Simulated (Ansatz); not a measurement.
# C2H7BSe: the cost of one run

The runs use Ansatz 0.2.0, Gaussian basis; the settings change from run to run.

## (1) The molecule

The structure was relaxed beforehand with PBE0-D4 in a triple-zeta def2 set.

SMILES `CB(C)[SeH]`, 11 atoms, charge 0, spin multiplicity 1.

Atoms are counted from 1 here; the program's logs count them from 0.

Bond lengths: C1–B2 1.567 Å, C1–H5 1.091 Å, C1–H6 1.097 Å, C1–H7 1.095 Å, B2–C3 1.564 Å, B2–Se4 1.936 Å, C3–H8 1.095 Å, C3–H9 1.098 Å, C3–H10 1.091 Å, Se4–H11 1.469 Å. Angles: B2–C1–H5 115.6°, B2–C1–H6 108.5°, B2–C1–H7 110.5°, H5–C1–H6 107.6°, H5–C1–H7 108.5°, H6–C1–H7 105.6°, C1–B2–C3 121.6°, C1–B2–Se4 116.4°, C3–B2–Se4 122.0°, B2–C3–H8 111.4°, B2–C3–H9 107.8°, B2–C3–H10 115.3°, H8–C3–H9 105.7°, H8–C3–H10 108.8°, H9–C3–H10 107.3°, B2–Se4–H11 97.6°.

## (2) MP2/pcseg-2

Set apart from the defaults: a point charge of 1.00 e beside it.

in.yaml reads:

```yaml
crystal:
  periodic: [false, false, false]
  atoms:
    - {symbol: C, position_ang: [0.048868, 1.290210, -0.851628]}
    - {symbol: B, position_ang: [-0.139328, -0.144595, -0.251626]}
    - {symbol: C, position_ang: [0.328511, -0.492651, 1.200043]}
    - {symbol: Se, position_ang: [-0.956559, -1.462652, -1.410182]}
    - {symbol: H, position_ang: [-0.164465, 1.387491, -1.917403]}
    - {symbol: H, position_ang: [-0.613391, 1.981799, -0.315713]}
    - {symbol: H, position_ang: [1.065632, 1.653407, -0.666494]}
    - {symbol: H, position_ang: [0.131738, 0.332898, 1.891502]}
    - {symbol: H, position_ang: [1.419989, -0.612250, 1.182295]}
    - {symbol: H, position_ang: [-0.090573, -1.409140, 1.617275]}
    - {symbol: H, position_ang: [-0.965120, -2.581417, -0.457569]}
basis:
  gaussian: {orbitals: pcseg-2, point_charges: [{charge: 1.00, position_ang: [6.332, -0.124, 0.174]}]}
hamiltonian: {xc: {name: HF}}
correlation: {method: mp2}
output: {forces: true}
```

Launch:

```
$ ansatz run in.yaml --threads 4 --pin off --events-out ev --progress --plain --max-ram 10444MiB
```

What time and memory should one allow on 4 threads of Arm Neoverse V2, shared host?

About 6.5 s, with a peak of 0.66 GiB.
